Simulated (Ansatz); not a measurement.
# Zr2B2O7: relaxing cell and atoms

Program: Ansatz 0.2.0. Level of theory: DFT, r2SCAN, no spin polarisation, plane waves, PAW. These are calculated values, not measurements.

### 1 The structure

The structure is monoclinic, space group C2/m (No. 12). Conventional cell: a = 6.095 Å, b = 7.965 Å, c = 4.388 Å, α = 90.00°, β = 102.77°, γ = 90.00°. O (site symmetry 1) is surrounded by 1 B at 1.53 Å and 2 Zr at 1.95 to 2.05 Å. O (site symmetry 2/m) is surrounded by 2 B at 1.50 Å. Around O (site symmetry m) lie 1 B at 1.52 Å and 2 Zr at 1.97 Å. Around Zr (site symmetry 2) lie 6 O at 1.95 to 2.05 Å. B (site symmetry m) has 4 O at 1.50 to 1.53 Å as nearest neighbours.

Symmetry-reduced, conventional setting; the input below types the cell that was run:

```cif
data_structure
_symmetry_space_group_name_H-M 'C2/m'
_symmetry_Int_Tables_number 12
_cell_length_a 6.0953
_cell_length_b 7.9652
_cell_length_c 4.3884
_cell_angle_alpha 90.000
_cell_angle_beta 102.770
_cell_angle_gamma 90.000
_cell_volume 207.79
loop_
_atom_site_label
_atom_site_type_symbol
_atom_site_symmetry_multiplicity
_atom_site_Wyckoff_symbol
_atom_site_fract_x
_atom_site_fract_y
_atom_site_fract_z
_atom_site_occupancy
O1 O 8 j 0.23580 0.15760 0.21370 1
O2 O 2 c 0.00000 0.00000 0.50000 1
O3 O 4 i 0.39340 0.00000 0.72080 1
Zr1 Zr 4 g 0.50000 0.80944 0.00000 1
B1 B 4 i 0.22379 0.00000 0.40844 1
```

It starts from an earlier solution of the starting cell (checkpoint.read).

### 2 Relaxing

Contents of input.yaml:

```yaml
crystal:
  lattice:
    - [3.04763, 3.982587, 0.0]
    - [3.04763, -3.982587, 0.0]
    - [0.970012, 0.0, -4.279889]
  atoms:
    - { symbol: O, position: [0.3934, 0.0782, 0.7863] }
    - { symbol: O, position: [0.9218, 0.6066, 0.2137] }
    - { symbol: O, position: [0.6066, 0.9218, 0.2137] }
    - { symbol: O, position: [0.0782, 0.3934, 0.7863] }
    - { symbol: O, position: [0.0, 0.0, 0.5] }
    - { symbol: O, position: [0.3934, 0.3934, 0.2792] }
    - { symbol: O, position: [0.6066, 0.6066, 0.7208] }
    - { symbol: Zr, position: [0.30944, 0.69056, 0.0] }
    - { symbol: Zr, position: [0.69056, 0.30944, 0.0] }
    - { symbol: B, position: [0.22379, 0.22379, 0.59156] }
    - { symbol: B, position: [0.77621, 0.77621, 0.40844] }
  symmetry: { tolerance: 0.0003 }
kpoints:
  mp_grid: { grid: [4, 4, 4], shift: [0, 0, 0] }
magnetization:
  spin_polarized: false
scf:
  occupations: { method: cold, width: 0.1016 }
  lower_state_search: "off"
hamiltonian:
  pseudopotentials: { kind: paw }
  xc: r2scan
basis:
  ecutwfc: 500
  fft_grid_basis: typed
relax:
  max_steps: 60
  cell: { p_target: 0.0 }
  f_tol: 0.03
output:
  forces: true
  stress: true
  eigenvalues: true
  bader: false
  populations: true
  elf: true
  write_potential: true
  volumetric_format: npy
  dos:
    e_range: [-12, 8]
    de: 0.05
    projected: { site_lists: { B: [B], O: [O], Zr: [Zr] } }
  write_density: true
checkpoint:
  read: saved_state
```

Started as:

```
> ansatz run input.yaml --threads 2 --pin off --max-ram 3584MiB --backend cpu --events-out ev --progress --plain --runs-dir out
```

What time and memory should one allow on 2 threads of Arm Neoverse V1, shared host?

About 99 s, with a peak of 0.71 GiB.
